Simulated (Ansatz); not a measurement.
**C2H5AlOS: a spread of methods and bases**

Aim: run C2H5AlOS under a spread of inputs, and see what each costs and gives.

Program: Ansatz 0.2.0, Gaussian basis. Level of theory: the settings change from run to run. These are calculated values, not measurements.

### 1 The molecule

The structure was relaxed beforehand with PBE0-D4 in a triple-zeta def2 set.

SMILES `C=[C](S)[AlH][OH]`, 10 atoms, charge 0, spin multiplicity 1.

Atoms are counted from 1 here; the program's logs count them from 0.

Bond lengths: C1–C2 1.338 Å, C1–H6 1.085 Å, C1–H7 1.088 Å, C2–S3 1.760 Å, C2–Al4 1.936 Å, S3–H8 1.344 Å, Al4–O5 1.693 Å, Al4–H9 1.585 Å, O5–H10 0.955 Å. Angles: C2–C1–H6 120.1°, C2–C1–H7 123.4°, H6–C1–H7 116.5°, C1–C2–S3 120.3°, C1–C2–Al4 120.7°, S3–C2–Al4 119.1°, C2–S3–H8 97.6°, C2–Al4–O5 116.5°, C2–Al4–H9 121.2°, O5–Al4–H9 122.3°, Al4–O5–H10 124.5°.

### 2 r2SCAN50/6-31++G**

Set apart from the defaults: the search for lower states set to light.

File in.yaml:

```yaml
crystal:
  periodic: [false, false, false]
  atoms:
    - {symbol: C, position_ang: [0.308933, 1.001175, 1.365234]}
    - {symbol: C, position_ang: [-0.294454, -0.025396, 0.755360]}
    - {symbol: S, position_ang: [-1.442835, -1.028119, 1.634091]}
    - {symbol: Al, position_ang: [0.079967, -0.430063, -1.100377]}
    - {symbol: O, position_ang: [1.194948, 0.575885, -1.881266]}
    - {symbol: H, position_ang: [1.016627, 1.617756, 0.820931]}
    - {symbol: H, position_ang: [0.131761, 1.268316, 2.405296]}
    - {symbol: H, position_ang: [-1.747677, -1.869894, 0.632337]}
    - {symbol: H, position_ang: [-0.627677, -1.642101, -1.835919]}
    - {symbol: H, position_ang: [1.463607, 0.481343, -2.792787]}
basis:
  gaussian: {orbitals: "6-31++G**"}
hamiltonian: {xc: {name: r2SCAN50}}
scf: {lower_state_search: light}
```

Launch:

```sh
$ ansatz run in.yaml --threads 4 --pin off --events-out ev --progress --plain --max-ram 10444MiB
```

The program printed:

```text
Functional definition: r2SCAN50
  name "r2SCAN50"
  cite "Bursch, Neugebauer, Ehlert & Grimme, J. Chem. Phys. 156, 134105 (2022) doi:10.1063/5.0086040"
  cite "Furness, Kaplan, Ning, Perdew & Sun, J. Phys. Chem. Lett. 11, 8208 (2020) doi:10.1021/acs.jpclett.0c02405"
  cite "Furness, Kaplan, Ning, Perdew & Sun, J. Phys. Chem. Lett. 11, 9248 (2020) doi:10.1021/acs.jpclett.0c03077"
  parent r2scan
  parameter a = 0.5
  parameter k0 = 0.174
  parameter k1 = 0.065
  parameter a1 = 4.9479
  exchange = (1 - a)*r2scan_x(k0 = k0, k1 = k1, a1 = a1) + a*exact_x
  correlation = r2scan_c
1481 factors; their error is unknown
mean field evaluation 1: about -21619.8428 eV, gradient 6.6e1 eV
mean field evaluation 2: about -21616.5141 eV, gradient 7.7e1 eV
mean field evaluation 4: about -21629.3430 eV, gradient 4.0e0 eV
mean field evaluation 8: about -21629.3791 eV, gradient 4.6e-2 eV
mean field evaluation 16: about -21629.6927 eV, gradient 3.8e-5 eV
mean field -21629.69272389 eV, -794.8765464705 hartree, gradient 8.2e-6 eV, S^2 0.000000; 0 other end points of the search recorded, 0 dependent functions left out
reference -21629.69274591 eV, -794.8765472800 hartree; 27, 27 occupied and 106, 106 virtual orbitals, 1481 factors
Total energy: -21629.69274591 eV, -794.8765472800 hartree
```

Run time: 2.6 s. Hardware: 4 threads of Intel Xeon at 2.80GHz, shared host; peak memory 0.31 GiB.

### 3 r2SCAN50/pcseg-2

Set apart from the defaults: multiplicity 3.

in.yaml, as its differences from that of step 2:

```diff
@@ -14,4 +14,4 @@
 basis:
-  gaussian: {orbitals: "6-31++G**"}
+  gaussian: {orbitals: pcseg-2}
+magnetization: {spin_polarized: true, initial_magnetization: 2}
 hamiltonian: {xc: {name: r2SCAN50}}
-scf: {lower_state_search: light}
```

The command is unchanged.

The program printed (excerpt; [...] marks lines left out):

```text
Functional definition: r2SCAN50
  name "r2SCAN50"
  cite "Bursch, Neugebauer, Ehlert & Grimme, J. Chem. Phys. 156, 134105 (2022) doi:10.1063/5.0086040"
  cite "Furness, Kaplan, Ning, Perdew & Sun, J. Phys. Chem. Lett. 11, 8208 (2020) doi:10.1021/acs.jpclett.0c02405"
  cite "Furness, Kaplan, Ning, Perdew & Sun, J. Phys. Chem. Lett. 11, 9248 (2020) doi:10.1021/acs.jpclett.0c03077"
  parent r2scan
[...]
1418 factors; their error is unknown
[...]
mean field -21629.58479644 eV, -794.8725802099 hartree, gradient 4.3e-5 eV, S^2 2.014714; 0 other end points of the search recorded, 0 dependent functions left out
reference -21629.58480861 eV, -794.8725806572 hartree; 28, 26 occupied and 200, 202 virtual orbitals, 1418 factors
Total energy: -21629.58480861 eV, -794.8725806572 hartree
```

Run time: 9 s. Hardware: 4 threads of Intel Xeon at 2.80GHz, shared host; peak memory 0.87 GiB.

⟨S²⟩ 2.015.

### 4 wPBEh/def2-TZVP

Options: the search for lower states set to off.

in.yaml, as its differences from that of step 3:

```diff
@@ -14,4 +14,5 @@
 basis:
-  gaussian: {orbitals: pcseg-2}
-magnetization: {spin_polarized: true, initial_magnetization: 2}
-hamiltonian: {xc: {name: r2SCAN50}}
+  gaussian: {orbitals: def2-TZVP}
+hamiltonian: {xc: {name: wPBEh}}
+scf: {lower_state_search: off}
+output: {forces: true}
```

The command is unchanged.

The program printed (excerpt; [...] marks lines left out):

```text
Functional definition: wPBEh
  name "wPBEh"
  cite "Heyd, Scuseria & Ernzerhof, J. Chem. Phys. 118, 8207 (2003) doi:10.1063/1.1564060"
  cite "Krukau, Vydrov, Izmaylov & Scuseria, J. Chem. Phys. 125, 224106 (2006) doi:10.1063/1.2404663"
  cite "Heyd & Scuseria, J. Chem. Phys. 120, 7274 (2004) doi:10.1063/1.1668634"
  cite "Ernzerhof & Perdew, J. Chem. Phys. 109, 3313 (1998) doi:10.1063/1.476928"
  cite "Perdew, Burke & Ernzerhof, Phys. Rev. Lett. 77, 3865 (1996) doi:10.1103/PhysRevLett.77.3865"
  parent pbe
[...]
1281 factors; their error is unknown
98 factors; integrals over basis functions are off by at most 4.5e-7 eV
[...]
mean field -21627.44063145 eV, -794.7937835999 hartree, gradient 4.5e-6 eV, S^2 0.000000; 0 other end points of the search recorded, 0 dependent functions left out
[...]
Atom 1 at    -0.294454    -0.025396     0.755360 Å, force     0.010876     0.013872     0.000875 eV/Å
Atom 2 at    -1.442835    -1.028119     1.634091 Å, force    -0.018716    -0.016587     0.013676 eV/Å
Atom 3 at     0.079967    -0.430063    -1.100377 Å, force    -0.011356    -0.014821    -0.001849 eV/Å
Atom 4 at     1.194948     0.575885    -1.881266 Å, force     0.008001     0.000175    -0.020904 eV/Å
Atom 5 at     1.016627     1.617756     0.820931 Å, force    -0.004846    -0.001750     0.009113 eV/Å
Atom 6 at     0.131761     1.268316     2.405296 Å, force     0.003518     0.000924    -0.007177 eV/Å
Atom 7 at    -1.747677    -1.869894     0.632337 Å, force    -0.004339    -0.003719     0.003422 eV/Å
Atom 8 at    -0.627677    -1.642101    -1.835919 Å, force     0.006316     0.007660     0.000055 eV/Å
Atom 9 at     1.463607     0.481343    -2.792787 Å, force     0.005897     0.006067    -0.002557 eV/Å
Dipole moment:     0.091158    -0.070183    -0.391264 e Å
Checks for a lower state left out: stability, starts, cluster_reference, orbital_swaps, neighbouring_geometries, increment
```

It took 3 s on 4 threads of Intel Xeon at 2.80GHz, shared host; peak memory 0.5 GiB.

Largest force 0.029 eV/Å, dipole 1.96 D.

### 5 rPW86-PBE/def2-mTZVPP

Options: atoms shaken by 0.08 Å, D4 dispersion.

File in.yaml:

```yaml
crystal:
  periodic: [false, false, false]
  atoms:
    - {symbol: C, position_ang: [0.264872, 1.083319, 1.394964]}
    - {symbol: C, position_ang: [-0.284056, 0.087805, 0.684029]}
    - {symbol: S, position_ang: [-1.338416, -1.048151, 1.729925]}
    - {symbol: Al, position_ang: [-0.079852, -0.412765, -1.038900]}
    - {symbol: O, position_ang: [1.277565, 0.567566, -1.950027]}
    - {symbol: H, position_ang: [1.130546, 1.640366, 0.861167]}
    - {symbol: H, position_ang: [0.201022, 1.288903, 2.478517]}
    - {symbol: H, position_ang: [-1.783937, -2.016531, 0.697648]}
    - {symbol: H, position_ang: [-0.648439, -1.592156, -1.778408]}
    - {symbol: H, position_ang: [1.456340, 0.309739, -2.698456]}
basis:
  gaussian: {orbitals: def2-mTZVPP}
hamiltonian: {xc: {name: rPW86-PBE}, dispersion: d4}
output: {forces: true}
```

Same command.

The program printed (excerpt; [...] marks lines left out):

```text
Functional definition: rPW86-PBE
  name "rPW86-PBE"
  cite "Murray, Lee & Langreth, J. Chem. Theory Comput. 5, 2754 (2009) doi:10.1021/ct900365q"
  cite "Perdew, Burke & Ernzerhof, Phys. Rev. Lett. 77, 3865 (1996) doi:10.1103/PhysRevLett.77.3865"
  parent pbe
[...]
1288 factors; their error is unknown
[...]
mean field -21661.37623248 eV, -796.0408939355 hartree, gradient 2.8e-5 eV, S^2 0.000000; 0 other end points of the search recorded, 0 dependent functions left out
[...]
reference -21661.37634592 eV, -796.0408981042 hartree; 27, 27 occupied and 109, 109 virtual orbitals, 1288 factors
Total energy: -21661.64181302 eV, -796.0506538405 hartree
Atom 0 at     0.264872     1.083319     1.394964 Å, force     2.529367     1.101181    -0.935635 eV/Å
Atom 1 at    -0.284056     0.087805     0.684029 Å, force    -1.315382    -0.149938     3.599985 eV/Å
Atom 2 at    -1.338416    -1.048151     1.729925 Å, force    -0.575945    -1.176068    -1.859796 eV/Å
Atom 3 at    -0.079852    -0.412765    -1.038900 Å, force     3.130625     1.523967    -3.356345 eV/Å
Atom 4 at     1.277565     0.567566    -1.950027 Å, force    -5.003376     3.072280    14.068485 eV/Å
Atom 5 at     1.130546     1.640366     0.861167 Å, force    -1.584777    -0.418160     0.810645 eV/Å
Atom 6 at     0.201022     1.288903     2.478517 Å, force    -0.294153    -0.237935    -0.463390 eV/Å
Atom 7 at    -1.783937    -2.016531     0.697648 Å, force     0.678219     1.515356     1.423202 eV/Å
Atom 8 at    -0.648439    -1.592156    -1.778408 Å, force    -0.646700    -0.885647    -0.453761 eV/Å
Atom 9 at     1.456340     0.309739    -2.698456 Å, force     3.082123    -4.345035   -12.833390 eV/Å
Dipole moment:    -0.130293    -0.157572    -0.108212 e Å
```

It took 3.1 s on 4 threads of Intel Xeon at 2.80GHz, shared host.

Largest force 15.245 eV/Å, dipole 1.11 D.

### 6 wB97M-V/pcseg-2

This run has atoms shaken by 0.08 Å.

File in.yaml:

```yaml
crystal:
  periodic: [false, false, false]
  atoms:
    - {symbol: C, position_ang: [0.285084, 0.908713, 1.291305]}
    - {symbol: C, position_ang: [-0.424327, -0.013956, 0.705464]}
    - {symbol: S, position_ang: [-1.429499, -1.112635, 1.654855]}
    - {symbol: Al, position_ang: [0.115399, -0.403814, -1.036455]}
    - {symbol: O, position_ang: [1.247231, 0.602291, -1.934759]}
    - {symbol: H, position_ang: [1.018073, 1.604643, 0.919008]}
    - {symbol: H, position_ang: [0.136961, 1.297620, 2.368790]}
    - {symbol: H, position_ang: [-1.745002, -1.610517, 0.663109]}
    - {symbol: H, position_ang: [-0.677996, -1.718593, -1.810338]}
    - {symbol: H, position_ang: [1.475449, 0.673518, -2.612616]}
basis:
  gaussian: {orbitals: pcseg-2}
hamiltonian: {xc: {name: wB97M-V}}
```

The command is unchanged.

The program printed (excerpt; [...] marks lines left out):

```text
Functional definition: wB97M-V
  name "wB97M-V"
  cite "Mardirossian & Head-Gordon, J. Chem. Phys. 144, 214110 (2016) doi:10.1063/1.4952647"
  cite "Becke, J. Chem. Phys. 107, 8554 (1997) doi:10.1063/1.475007"
  cite "Vydrov & Van Voorhis, J. Chem. Phys. 133, 244103 (2010) doi:10.1063/1.3521275"
  # Of w^i u^j: cxij and so on, Table III.
[...]
  gx(w, u) = 1 - cx + cx01*u + cx10*w
  gss(w, u) = css00 + css04*u^4 + css10*w + css20*w^2 + css43*w^4*u^3
  gos(w, u) = cos00 + cos10*w + (cos20 + cos21*u)*w^2 + (cos60 + cos61*u)*w^6
[...]
      + integral(e_c_pw_mod_opposite_spin*gos(b97_w_opposite, b97_u_opposite)) + vv10(b, c)
1252 factors; their error is unknown
294 factors; integrals over basis functions are off by at most 2.0e-5 eV
[...]
mean field -21631.26038834 eV, -794.9341570765 hartree, gradient 8.4e-5 eV, S^2 0.000000; 0 other end points of the search recorded, 0 dependent functions left out
reference -21631.26044951 eV, -794.9341593246 hartree; 27, 27 occupied and 201, 201 virtual orbitals, 1252 factors
Total energy: -21631.26044951 eV, -794.9341593246 hartree
```

It took 6.5 s on 4 threads of Intel Xeon at 2.80GHz, shared host; peak memory 0.6 GiB.

### 7 wB97/def2-SVP

Options: the search for lower states set to full.

File in.yaml:

```yaml
crystal:
  periodic: [false, false, false]
  atoms:
    - {symbol: C, position_ang: [0.308933, 1.001175, 1.365234]}
    - {symbol: C, position_ang: [-0.294454, -0.025396, 0.755360]}
    - {symbol: S, position_ang: [-1.442835, -1.028119, 1.634091]}
    - {symbol: Al, position_ang: [0.079967, -0.430063, -1.100377]}
    - {symbol: O, position_ang: [1.194948, 0.575885, -1.881266]}
    - {symbol: H, position_ang: [1.016627, 1.617756, 0.820931]}
    - {symbol: H, position_ang: [0.131761, 1.268316, 2.405296]}
    - {symbol: H, position_ang: [-1.747677, -1.869894, 0.632337]}
    - {symbol: H, position_ang: [-0.627677, -1.642101, -1.835919]}
    - {symbol: H, position_ang: [1.463607, 0.481343, -2.792787]}
basis:
  gaussian: {orbitals: def2-SVP}
hamiltonian: {xc: {name: wB97}}
scf: {lower_state_search: full}
```

Launched as before.

The program printed (excerpt; [...] marks lines left out):

```text
Functional definition: wB97
  name "wB97"
  cite "Chai & Head-Gordon, J. Chem. Phys. 128, 084106 (2008) doi:10.1063/1.2834918"
  cite "Becke, J. Chem. Phys. 107, 8554 (1997) doi:10.1063/1.475007"
[...]
  # The coefficients of nought are those of the uniform gas.
[...]
      + integral(e_c_pw_opposite_spin*poly(b97_u_opposite, 1, cos1, cos2, cos3, cos4))
1147 factors; their error is unknown
375 factors; integrals over basis functions are off by at most 2.3e-5 eV
[...]
mean field -21625.68795432 eV, -794.7293739037 hartree, gradient 2.3e-5 eV, S^2 0.000000; 0 other end points of the search recorded, 0 dependent functions left out
reference -21625.68794395 eV, -794.7293735225 hartree; 27, 27 occupied and 76, 76 virtual orbitals, 1147 factors
Total energy: -21625.68794395 eV, -794.7293735225 hartree
```

Wall time 2.7 s (4 threads of Intel Xeon at 2.80GHz, shared host).

### 8 wB97M-V/cc-pVTZ-DK

Set apart from the defaults: density fitting with def2-universal-jkfit, the search for lower states set to full.

in.yaml, as its differences from that of step 7:

```diff
@@ -14,4 +14,4 @@
 basis:
-  gaussian: {orbitals: def2-SVP}
-hamiltonian: {xc: {name: wB97}}
+  gaussian: {orbitals: cc-pVTZ-DK, fitting: {mean_field: def2-universal-jkfit}}
+hamiltonian: {xc: {name: wB97M-V}}
 scf: {lower_state_search: full}
```

Same command.

The program printed (excerpt; [...] marks lines left out):

```text
Functional definition: wB97M-V
  name "wB97M-V"
  cite "Mardirossian & Head-Gordon, J. Chem. Phys. 144, 214110 (2016) doi:10.1063/1.4952647"
  cite "Becke, J. Chem. Phys. 107, 8554 (1997) doi:10.1063/1.475007"
  cite "Vydrov & Van Voorhis, J. Chem. Phys. 133, 244103 (2010) doi:10.1063/1.3521275"
  # Of w^i u^j: cxij and so on, Table III.
[...]
  gx(w, u) = 1 - cx + cx01*u + cx10*w
  gss(w, u) = css00 + css04*u^4 + css10*w + css20*w^2 + css43*w^4*u^3
  gos(w, u) = cos00 + cos10*w + (cos20 + cos21*u)*w^2 + (cos60 + cos61*u)*w^6
[...]
      + integral(e_c_pw_mod_opposite_spin*gos(b97_w_opposite, b97_u_opposite)) + vv10(b, c)
573 factors; integrals over basis functions are off by at most 1.1e0 eV
573 factors; integrals over basis functions are off by at most 2.4e-6 eV
[...]
mean field -21678.73084940 eV, -796.6786643439 hartree, gradient 5.1e-5 eV, S^2 0.000000; 0 other end points of the search recorded, 0 dependent functions left out
reference -21678.73090416 eV, -796.6786663563 hartree; 27, 27 occupied and 201, 201 virtual orbitals, 573 factors
Total energy: -21678.73090416 eV, -796.6786663563 hartree
Relativity: scalar
```

Run time: 6.5 s. Hardware: 4 threads of Intel Xeon at 2.80GHz, shared host; peak memory 0.65 GiB.

### 9 B97M-V/pcseg-2

Options: finite nuclei, the search for lower states set to light.

in.yaml, as its differences from that of step 8:

```diff
@@ -14,4 +14,5 @@
 basis:
-  gaussian: {orbitals: cc-pVTZ-DK, fitting: {mean_field: def2-universal-jkfit}}
-hamiltonian: {xc: {name: wB97M-V}}
-scf: {lower_state_search: full}
+  gaussian: {orbitals: pcseg-2, nuclear_model: gaussian}
+hamiltonian: {xc: {name: B97M-V}}
+scf: {lower_state_search: light}
+output: {forces: true}
```

The command is unchanged.

The program printed (excerpt; [...] marks lines left out):

```text
Functional definition: B97M-V
  name "B97M-V"
  cite "Mardirossian & Head-Gordon, J. Chem. Phys. 142, 074111 (2015) doi:10.1063/1.4907719"
  cite "Becke, J. Chem. Phys. 107, 8554 (1997) doi:10.1063/1.475007"
  cite "Vydrov & Van Voorhis, J. Chem. Phys. 133, 244103 (2010) doi:10.1063/1.3521275"
  # Of w^i u^j: cxij and so on, Table III.
[...]
  gx(w, u) = cx00 + cx01*u + cx02*u^2 + (cx10 + cx11*u)*w
  gss(w, u) = css00 + css02*u^2 + css10*w + (css32*w^3 + css42*w^4)*u^2
  gos(w, u) = cos00 + cos01*u + cos03*u^3 + cos10*w + cos32*w^3*u^2
[...]
      + integral(e_c_pw_mod_opposite_spin*gos(b97_w_opposite, b97_u_opposite)) + vv10(b, c)
1244 factors; their error is unknown
[...]
mean field -21632.98291186 eV, -794.9974586483 hartree, gradient 6.4e-5 eV, S^2 0.000000; 0 other end points of the search recorded, 0 dependent functions left out
[...]
Atom 0 at     0.308933     1.001175     1.365234 Å, force     0.069768     0.127835     0.090142 eV/Å
Atom 1 at    -0.294454    -0.025396     0.755360 Å, force     0.103646     0.041775    -0.183899 eV/Å
Atom 2 at    -1.442835    -1.028119     1.634091 Å, force    -0.060062    -0.067833     0.012773 eV/Å
Atom 3 at     0.079967    -0.430063    -1.100377 Å, force     0.062190     0.046443    -0.064366 eV/Å
Atom 4 at     1.194948     0.575885    -1.881266 Å, force    -0.066568    -0.140008    -0.125217 eV/Å
Atom 5 at     1.016627     1.617756     0.820931 Å, force    -0.164791    -0.136389     0.142244 eV/Å
Atom 6 at     0.131761     1.268316     2.405296 Å, force     0.057513    -0.032615    -0.221483 eV/Å
Atom 7 at    -1.747677    -1.869894     0.632337 Å, force     0.010977     0.040994     0.058952 eV/Å
Atom 8 at    -0.627677    -1.642101    -1.835919 Å, force     0.043835     0.082094     0.060901 eV/Å
Atom 9 at     1.463607     0.481343    -2.792787 Å, force    -0.056508     0.037704     0.229952 eV/Å
Dipole moment:     0.100507    -0.055084    -0.383502 e Å
```

Wall time 8 s (4 threads of Intel Xeon at 2.80GHz, shared host); peak memory 0.38 GiB.

Largest force 0.257 eV/Å, dipole 1.92 D.

### 10 rPW86-PBE/aug-cc-pVTZ

in.yaml, as its differences from that of step 9:

```diff
@@ -14,5 +14,3 @@
 basis:
-  gaussian: {orbitals: pcseg-2, nuclear_model: gaussian}
-hamiltonian: {xc: {name: B97M-V}}
-scf: {lower_state_search: light}
-output: {forces: true}
+  gaussian: {orbitals: aug-cc-pVTZ}
+hamiltonian: {xc: {name: rPW86-PBE}}
```

The command is unchanged.

The program printed:

```text
Functional definition: rPW86-PBE
  name "rPW86-PBE"
  cite "Murray, Lee & Langreth, J. Chem. Theory Comput. 5, 2754 (2009) doi:10.1021/ct900365q"
  cite "Perdew, Burke & Ernzerhof, Phys. Rev. Lett. 77, 3865 (1996) doi:10.1103/PhysRevLett.77.3865"
  parent pbe
  exchange = rpw86_x
  correlation = pbe_c
1622 factors; their error is unknown
mean field evaluation 1: about -21632.2576 eV, gradient 1.2e2 eV
mean field evaluation 2: about -21292.6770 eV, gradient 3.0e2 eV
mean field evaluation 4: about -21661.1604 eV, gradient 3.4e1 eV
mean field evaluation 8: about -21663.8860 eV, gradient 8.3e-1 eV
mean field evaluation 16: about -21663.8455 eV, gradient 9.6e-4 eV
mean field -21663.84554318 eV, -796.1316394298 hartree, gradient 7.9e-5 eV, S^2 0.000000; 0 other end points of the search recorded, 0 dependent functions left out
reference -21663.84570721 eV, -796.1316454579 hartree; 27, 27 occupied and 326, 326 virtual orbitals, 1622 factors
Total energy: -21663.84570721 eV, -796.1316454579 hartree
```

Wall time 10 s (4 threads of Intel Xeon at 2.80GHz, shared host); peak memory 0.7 GiB.

### 11 The runs in one table

```tsv
level	charge	multiplicity	geometry	functions	energy (eV)	time
r2SCAN50/6-31++G**	0	1	relaxed	133	-21629.693	2.6 s
r2SCAN50/pcseg-2	0	3	relaxed	228	-21629.585	9 s
wPBEh/def2-TZVP	0	1	relaxed	197	-21627.441	3 s
rPW86-PBE/def2-mTZVPP	0	1	shaken	136	-21661.642	3.1 s
wB97M-V/pcseg-2	0	1	shaken	228	-21631.260	6.5 s
wB97/def2-SVP	0	1	relaxed	103	-21625.688	2.7 s
wB97M-V/cc-pVTZ-DK	0	1	relaxed	228	-21678.731	6.5 s
B97M-V/pcseg-2	0	1	relaxed	228	-21632.983	8 s
rPW86-PBE/aug-cc-pVTZ	0	1	relaxed	353	-21663.846	10 s
```

### 12 Summary of results

| quantity | value |
| --- | --- |
| runs | 9 |
| quickest | r2SCAN50/6-31++G**, 2.6 s |
| slowest | rPW86-PBE/aug-cc-pVTZ, 10 s |
| spread of total energies, same state and geometry | 53.0 eV |
| dipole, same state and geometry | 1.92 to 1.96 D |

In words: rPW86-PBE/aug-cc-pVTZ took 4 times as long as r2SCAN50/6-31++G**. The jobs differ in tasks and options as well as level. Total energies at one charge and spin differ by 53 eV between levels, so only differences within one level mean anything. Some of these runs are scalar-relativistic and others not, which shifts the totals of all-electron atoms past neon by eV; core potentials, where a basis has them, take the core out of the total altogether. At the PBE0-D4/def2-TZVP geometry and in the same state, runs without warnings or point charges leave forces up to 0.26 eV/Å (B97M-V/pcseg-2), against 15.2 eV/Å where the atoms were moved.
